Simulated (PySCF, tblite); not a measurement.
**C4H6GeO2: geometry, infrared bands and NMR shifts**

What infrared bands and NMR shifts should C4H6GeO2 (`C#C[CH2][GeH2][C](=O)O`) show?

Programs: tblite 0.8.0 and PySCF 2.14.0, with density-fitted response routines of our own. Each step states its level of theory. These are calculated values for one molecule in the gas phase, unless marked as measured. Atoms count from 0, in the outputs and in this text.

### 1 The molecule as given

13 atoms, charge 0, multiplicity 1; geometry from: force field or distance geometry start.

Bonds of the start (Å): C0–C1 1.21, C1–C2 1.46, C2–Ge3 1.95, Ge3–C4 1.93, C4–O5 1.25, C4–O6 1.39, C0–H7 1.05, C2–H8 1.11, C2–H9 1.12, Ge3–H10 1.54, Ge3–H11 1.54, O6–H12 1.02.

### 2 Geometry optimisation with GFN2-xTB

The job: settings as JSON, then the geometry in Å.

```
{"job": {"kind": "relax", "xc": "GFN2-xTB", "basis": "xTB"}, "charge": 0, "multiplicity": 1}
C     -1.557800    -2.110800    -0.272200
C     -1.512100    -0.920500    -0.055800
C     -1.425300     0.507200     0.231500
Ge     0.235800     1.232000    -0.475000
C      1.709100     0.355200     0.406600
O      2.232300     0.880500     1.412500
O      2.163700    -0.866800    -0.075800
H     -1.611500    -3.141500    -0.464800
H     -1.476000     0.678100     1.324500
H     -2.290800     1.023400    -0.257900
H      0.308100     0.967100    -1.995000
H      0.295400     2.745300    -0.189900
H      2.924600    -1.348800     0.393600
```

Run with:

```console
$ OMP_NUM_THREADS=1 python probes_run.py task.json out
```

The driver reads the jobs from task.json and runs them one after another.

**Question.** This job is followed by: GFN2-xTB harmonic vibrations, gas phase; GIAO PBE0/pcSseg-1 NMR shielding, non-relativistic, gas phase. What will the session give for the following? strongest single infrared mode (GFN2-xTB); zero-point energy (GFN2-xTB); 13C shifts against TMS (PBE0/pcSseg-1); 1H shifts against TMS (PBE0/pcSseg-1, means over atoms taken as alike); 73Ge shifts against GeMe4 (PBE0/pcSseg-1); 17O shifts against H2O (PBE0/pcSseg-1); surface potential, 1st and 99th percentile.

**Answer**, as computed:

| quantity | value |
| --- | --- |
| strongest single infrared mode (GFN2-xTB) | 2016 cm⁻¹, 524 km/mol |
| zero-point energy (GFN2-xTB) | 51.3 kcal/mol |
| 13C shifts against TMS (PBE0/pcSseg-1) | 181.3, 84.6, 75.3, 3.5 ppm |
| 1H shifts against TMS (PBE0/pcSseg-1, means over atoms taken as alike) | 6.73, 4.45, 2.18, 1.43 ppm |
| 73Ge shifts against GeMe4 (PBE0/pcSseg-1) | -170 ppm |
| 17O shifts against H2O (PBE0/pcSseg-1) | 501.8, 241.7 ppm |
| surface potential, 1st and 99th percentile | -1.52 V and 2.22 V |

In words: Over 66 steps the energy fell by 0.399 eV; of the close pairs, C4–O6 changed most, 1.390 to 1.332 Å. All 33 modes are real, so the xTB geometry is a minimum. The strongest single mode, at 2016 cm⁻¹, moves mainly H10 and H11. Unscaled tight-binding wavenumbers are off by several per cent, some by more. Its intensities can rank the bands wrongly. At PBE0/pcSseg-1: The largest span, 701 ppm, is at O5, where the paramagnetic term is -568 ppm. By nearest atom (PBE0/pcSseg-1), the HOMO sits on C0 36 %; C1 25 % and the LUMO on C4 37 %; O5 21 %. Spin-orbit coupling is left out, which matters for shieldings and couplings at and beside the heavy atoms.
